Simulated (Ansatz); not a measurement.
# Two structures of Lu: comparison of enthalpies under pressure, by script

One table from this session's results is given with a row withheld; the runs are named, their logs left out.

Program: the Python package of Ansatz 0.2.0. Level of theory: DFT r2SCAN, plane waves, PAW. These are calculated values, not measurements.

**Starting point**

Lu Fm-3m: It takes space group Fm-3m (No. 225, cubic). The conventional cell has a = 4.900 Å, b = 4.900 Å, c = 4.900 Å, α = 90.00°, β = 90.00°, γ = 90.00°. Lu (site symmetry m-3m) is surrounded by 12 Lu at 3.46 Å.

Lu Im-3m: The structure is cubic, space group Im-3m (No. 229). The conventional cell has a = 3.890 Å, b = 3.890 Å, c = 3.890 Å, α = 90.00°, β = 90.00°, γ = 90.00°. Lu (site symmetry m-3m) is surrounded by 8 Lu at 3.37 Å.

The script holds or builds the structure itself.

The first run:

lu.py reads:

```python
"""Pressure at which two phases of Lu cross."""

from dataclasses import dataclass
import warnings

import ansatz as az
import numpy as np


@dataclass(frozen=True)
class Options:
    xc: str = "r2scan"
    max_iterations: int = 100
    cutoff: int = 550
    kspacing: float = 0.3
    filling: str = "cold"
    sigma: float = 0.05


cfg = Options()


def fcc(first, a):
    return (
        az.Lattice.fcc(a)
        .space_group(225)
        .atom(first, [0, 0, 0])
        .primitive()
    )


def bcc(first, a):
    return (
        az.Lattice.bcc(a)
        .space_group(229)
        .atom(first, [0, 0, 0])
        .primitive()
    )


def ground_state(name, crystal, pressure=0.0):
    calc = crystal.calculation()
    calc = calc.functional(cfg.xc)
    calc = calc.accuracy("low")
    calc = calc.scf(max_iterations=cfg.max_iterations, lower_state_search="standard")
    calc = calc.basis(cfg.cutoff).kpoints(spacing=cfg.kspacing)
    calc = calc.occupations(cfg.filling, width=cfg.sigma)
    calc = calc.relax(force_tolerance=0.02, cell=True, pressure=pressure)
    return calc.run(threads=1, backend="cpu")


def volume_per_atom(outcome):
    return abs(np.linalg.det(outcome.lattice.cell_ang)) / len(outcome.lattice.sites)


def main() -> None:
    warnings.simplefilter("ignore", az.DeckWarning)

    phases = {}
    phases["fcc"] = fcc("Lu", 4.9)
    phases["bcc"] = bcc("Lu", 3.89)

    # enthalpy per atom at each pressure
    pressures = [0, 5, 10, 20]
    enthalpy, volume = {name: [] for name in phases}, {name: [] for name in phases}
    for p in pressures:
        for name, crystal in phases.items():
            o = ground_state(name, crystal, pressure=p)
            volume[name].append(volume_per_atom(o))
            enthalpy[name].append(o.report["energy_sigma0_ev"] / len(o.lattice.sites) + p * volume[name][-1] / 160.21766)
    gap = np.array(enthalpy["bcc"]) - np.array(enthalpy["fcc"])
    rows = [(p, va, vb, 1000 * d) for p, va, vb, d in zip(pressures, volume["fcc"], volume["bcc"], gap)]
    print("   P (GPa)  V fcc (A^3/atom)  V bcc (A^3/atom)  H(bcc) - H(fcc) (meV/atom)")
    for row in rows:
        print(f"{row[0]:10d}  {row[1]:16.3f}  {row[2]:16.3f}  {row[3]:+26.1f}")
    crossings = [p0 - g0 * (p1 - p0) / (g1 - g0) for p0, p1, g0, g1 in zip(pressures, pressures[1:], gap, gap[1:]) if g0 * g1 < 0]
    print("crossing near", [round(float(p), 1) for p in crossings], "GPa") if crossings else print("no crossing in this range")


if __name__ == "__main__":
    main()
```

Run with:

```
> python lu.py
```

One of the session's tables, all rows but one given; the rest of the session is left out.

Enthalpy H = E + pV of the second structure less the first:

```
pressure (GPa)  ΔH (meV/atom)
             0           53.2
             5           80.2
            10              ?
            20          137.3
```

Q: Estimate the row for pressure (GPa) = 10 from the others.

Worked estimate for «ΔH (meV/atom)». A straight line through the neighbours (5, 80.2) and (20, 137.3) gives 80.2 + (137.3 − 80.2) × (10 − 5) / (20 − 5) = 99.2; a parabola fitted to 3 rows on both sides gives 103.2.

**Answer.** ΔH (meV/atom): 109.5. In «ΔH (meV/atom)» the line misses by -10.3 and the parabola by -6.3.

Caveats from the session: For the metals among these cells the mesh is coarse, so their volumes and pressures are rough. Only these two structures are compared, at zero temperature and with their symmetry kept; either may be hypothetical, and another phase may be lower than both. The script silences the warnings on its input, which a real study should read. Warnings in the runs' records: end state compared.
